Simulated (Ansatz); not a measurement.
**Ga2Cu: response to strain**

Ga2Cu is deformed so: zz strain of +2 %. What stress and forces result, by LAPW, PAW and all-electron datasets made for the crystal?

Program: Ansatz 0.2.0. Level of theory: DFT PBEsol, scalar-relativistic. These are calculated values, not measurements.

## Step 1: The system as given

It takes space group P4/mmm (No. 123, tetragonal). Conventional cell: a = 2.830 Å, b = 2.830 Å, c = 5.839 Å, α = 90.00°, β = 90.00°, γ = 90.00°. Ga (site symmetry 4mm) is surrounded by 1 Ga at 2.39 Å and 4 Cu at 2.64 Å. Cu (site symmetry 4/mmm) is surrounded by 8 Ga at 2.64 Å and 4 Cu at 2.83 Å.

Coordinates:

```cif
data_structure
_symmetry_space_group_name_H-M 'P 1'
_symmetry_Int_Tables_number 1
_cell_length_a 2.8300
_cell_length_b 2.8300
_cell_length_c 5.8390
_cell_angle_alpha 90.000
_cell_angle_beta 90.000
_cell_angle_gamma 90.000
_cell_volume 46.76
loop_
_atom_site_label
_atom_site_type_symbol
_atom_site_fract_x
_atom_site_fract_y
_atom_site_fract_z
_atom_site_occupancy
Ga1 Ga 0.50000 0.50000 0.29500 1
Ga2 Ga 0.50000 0.50000 0.70500 1
Cu1 Cu 0.00000 0.00000 0.00000 1
```

Atoms are numbered in the order of the input: Ga1, Ga2, Cu3.

## Step 2: The deformed structure

Space group P4/mmm before, P4/mmm after.

## Step 3: LAPW, all electrons

The input, input.yaml:

```yaml
crystal:
  lattice:
    - [2.83, 0.0, 0.0]
    - [0.0, 2.83, 0.0]
    - [0.0, 0.0, 5.95578]
  atoms:
    - { symbol: Ga, position: [0.5, 0.5, 0.295] }
    - { symbol: Ga, position: [0.5, 0.5, 0.705] }
    - { symbol: Cu, position: [0.0, 0.0, 0.0] }
kpoints:
  mp_grid: { grid: [14, 14, 7] }
  band_path:
    path:
      - [0.0, 0.0, 0.0]
      - [0.0, 0.5, 0.0]
      - [0.5, 0.5, 0.0]
      - [0.0, 0.0, 0.0]
      - [0.0, 0.0, 0.5]
      - [0.0, 0.5, 0.5]
      - [0.5, 0.5, 0.5]
      - [0.0, 0.0, 0.5]
      - [0.0, 0.5, 0.0]
    npoints: 5
scf:
  occupations: { method: fermi_dirac, width: 0.08 }
hamiltonian:
  xc: pbesol
  pseudopotentials: { kind: all_electron, lapw: { basis_error: 0.001 } }
output:
  forces: true
  stress: true
  eigenvalues: true
```

On the command line:

```bash
$ ansatz run input.yaml --threads 1 --pin off --max-ram 4096MiB --backend cpu --events-out ev --progress --plain --runs-dir out
```

## Step 4: PAW with frozen cores

The input, input.yaml:

```yaml
crystal:
  lattice:
    - [2.83, 0.0, 0.0]
    - [0.0, 2.83, 0.0]
    - [0.0, 0.0, 5.95578]
  atoms:
    - { symbol: Ga, position: [0.5, 0.5, 0.295] }
    - { symbol: Ga, position: [0.5, 0.5, 0.705] }
    - { symbol: Cu, position: [0.0, 0.0, 0.0] }
kpoints:
  mp_grid: { grid: [14, 14, 7] }
scf:
  occupations: { method: fermi_dirac, width: 0.08 }
hamiltonian:
  xc: pbesol
  pseudopotentials: { kind: paw }
output:
  forces: true
  stress: true
  eigenvalues: true
  efg: { contact_densities: true }
```

## Step 5: Datasets made for this crystal

input.yaml: that of step 4 with these lines changed.

```diff
@@ -15,3 +15,3 @@
   xc: pbesol
-  pseudopotentials: { kind: paw }
+  pseudopotentials: { kind: all_electron, datasets: crystal }
 output:
```

(Steps that only read results are left out.)

What does the calculation give? Wanted: pressure; largest shear or deviatoric stress.

**Answer**, as computed:

```
                                 quantity                                              value
                                 pressure  LAPW -5.32, PAW -5.36, crystal datasets -5.32 GPa
largest shear or deviatoric stress (LAPW)                                           0.15 GPa
```

The largest part of the stress beyond the pressure is 0.15 GPa in size, in the zz component; the atoms are carried along and not relaxed. No run of the undeformed cell stands beside it, so pressure and stress hold what the given cell had before the change, as far as its symmetry allows. PAW: stress within 0.05 GPa of LAPW, forces within 2 meV/Å. Crystal datasets: stress within 0.01 GPa of LAPW, forces within 1 meV/Å.
